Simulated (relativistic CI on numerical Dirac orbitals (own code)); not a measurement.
**Ir⁺: one ion under different settings**

How much do the settings matter for Ir⁺? One ion, several inputs.

The numbers are computed with relativistic CI on numerical Dirac orbitals (own code) version 3 (Dirac-Coulomb-Breit CI, KLI orbitals optimised for each configuration, model QED (radiative potential, 1s self-energy scaled to tabulated hydrogen-like ionisation energies), numerical settings as typed), except any that are marked as measured or tabulated.

**1. Starting point**

| Item | Value |
| --- | --- |
| ion | Ir⁺ (Ir II) |
| nuclear charge | 77 |
| electrons | 76 |
| isotope | A = 193 |

**2. Usual settings**

The run's settings:

```ini
atom Ir  Z=77  charge=1  electrons=76
nucleus A=193  rms_radius_fm=5.4032
hamiltonian dirac-coulomb  breit=on  qed=on  c_scale=1
orbitals kli  potential=per-configuration
slater_scale 1
correlation none
mixing on
grid step=0.0125 r_max=129.7
scf mixing=0.4 start=green max_iterations=150 tolerance=2e-08 node_fill=0.05
configurations
  [Xe] 4f14 5d7 6s
  [Xe] 4f14 5d8
  [Xe] 4f14 5d6 6s2
  [Xe] 4f14 5d7 6p
  [Xe] 4f14 5d7 6d
end
```

Run with:

```bash
$ python run_levels.py task.json out
```

The settings of every run stand in task.json; they run in order.

**3. Tolerance 1e-10**

Changes to the settings of step 2:

```diff
@@ -8,3 +8,3 @@
 grid step=0.0125 r_max=129.7
-scf mixing=0.4 start=green max_iterations=150 tolerance=2e-08 node_fill=0.05
+scf mixing=0.4 start=green max_iterations=150 tolerance=1e-10 node_fill=0.05
 configurations
```

**4. Iteration limit 20**

Changes to the settings of step 3:

```diff
@@ -8,3 +8,3 @@
 grid step=0.0125 r_max=129.7
-scf mixing=0.4 start=green max_iterations=150 tolerance=1e-10 node_fill=0.05
+scf mixing=0.4 start=green max_iterations=20 tolerance=2e-08 node_fill=0.05
 configurations
```

**5. Iteration limit 30, grid step 0.008**

Changes to the settings of step 4:

```diff
@@ -7,4 +7,4 @@
 mixing on
-grid step=0.0125 r_max=129.7
-scf mixing=0.4 start=green max_iterations=20 tolerance=2e-08 node_fill=0.05
+grid step=0.008 r_max=129.7
+scf mixing=0.4 start=green max_iterations=30 tolerance=2e-08 node_fill=0.05
 configurations
```

**6. Potential mixing 1.3**

Changes to the settings of step 5:

```diff
@@ -7,4 +7,4 @@
 mixing on
-grid step=0.008 r_max=129.7
-scf mixing=0.4 start=green max_iterations=30 tolerance=2e-08 node_fill=0.05
+grid step=0.0125 r_max=129.7
+scf mixing=1.3 start=green max_iterations=97 tolerance=2e-08 node_fill=0.05
 configurations
```

(Steps that only read results are left out.)

What does the calculation give? Wanted: lowest level, usual settings; total energy; first excitation.

**Answer**, as computed:

| setting | total energy less usual (Ha) | largest shift of a level among the lowest eight of both runs, same label and place (cm⁻¹) | SCF iterations | time | lowest level | kind of change |
| --- | --- | --- | --- | --- | --- | --- |
| usual | 0 | 0 | 60 | 0.69 s | 5d7 6s 5F5 | - |
| tolerance 1e-10 | 0 | 0 | 78 | 0.78 s | 5d7 6s 5F5 | numerical |
| iteration limit 20 | 0 | 0 | 60 | 0.69 s | 5d7 6s 5F5 | numerical |
| iteration limit 30, grid step 0.008 | -0.000141 | 0.00566 | 60 | 1 s | 5d7 6s 5F5 | numerical |
| potential mixing 1.3 | 0 | 0 | 92 | 0.89 s | 5d7 6s 5F5 | extreme, harmless here |

| quantity | value |
| --- | --- |
| lowest level, usual settings | 5d7 6s 5F5 |
| total energy | -17813.2950 Ha |
| first excitation | 4398.3 cm⁻¹ |

No visible change in the result comes from «tolerance 1e-10» or «iteration limit 20» or «potential mixing 1.3». «Potential mixing 1.3» costs 92 SCF iterations against 60. Only the listed configurations are in the model. In a near-neutral ion this small CI can misplace whole configurations by 10,000 cm⁻¹ or more, above all where the count of f electrons changes.
